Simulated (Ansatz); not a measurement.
What does this script print? It uses the Ansatz DFT code, driven from Python.

Input file `gah3ssi.xyz`:
```text
6

Si   -0.43640   -0.02130   -0.18560
S     1.22050   -1.27040   -0.05770
Ga    0.90800    0.89860    0.54630
H    -1.52990   -0.69870   -0.81130
H    -0.14910    1.18260   -1.04650
H     0.02900   -0.15490    1.50870
```

The script, `gah3ssi_cas.py`:
```python
# -*- coding: utf-8 -*-
"""Static correlation in GaH3SSi: natural occupations of an active space."""

import logging
import sys

import ansatz as az

logging.basicConfig(stream=sys.stdout, format="%(levelname)s:%(name)s:%(message)s")
log = logging.getLogger("ansatz_job")
log.setLevel(logging.INFO)

system = az.Crystal.molecule_from_extxyz("gah3ssi.xyz")

base = system.calculation()
base = base.basis(gaussian="def2-SVP").correlation(active_electrons=2, active_orbitals=2)
for method in ["sc_nevpt2"]:
    summary = (base if method is None else base.correlation(method)).run().report
    space = summary["configurations"]
    state = space["states"][0]
    print(method or "casscf", f"total {summary['free_energy_ev'] / 27.211386246:.6f} Ha, active-space state {state['energy']['hartree']:.6f} Ha, mean field {summary['reference_energy_ev'] / 27.211386246:.6f} Ha")
    print("  determinants", state["n_determinants"], " natural occupations", [round(n, 3) for n in space["natural_occupations"]])
print("effectively unpaired electrons, sum of min(n, 2 - n):", round(sum(min(n, 2 - n) for n in space["natural_occupations"]), 3))
```

Output of `python gah3ssi_cas.py`:
```text
sc_nevpt2 total -2611.151214 Ha, active-space state -2610.715814 Ha, mean field -2610.693654 Ha
  determinants 4  natural occupations [1.948, 0.052]
effectively unpaired electrons, sum of min(n, 2 - n): 0.104
```

Reading the output:
- Total energies depend on the basis set; only differences at equal settings carry meaning.
- The geometry is a force-field or estimated start, not a minimum of this method, and the basis set is short of its limit. The active space starts as a window about the frontier orbitals and is then optimised, not chosen by chemistry.
- It ran for 5.3 s on 1 thread of INTEL(R) XEON(R) PLATINUM 8581C CPU @ 2.30GHz (Emerald Rapids), with other jobs on the host, peak memory 0.25 GiB.
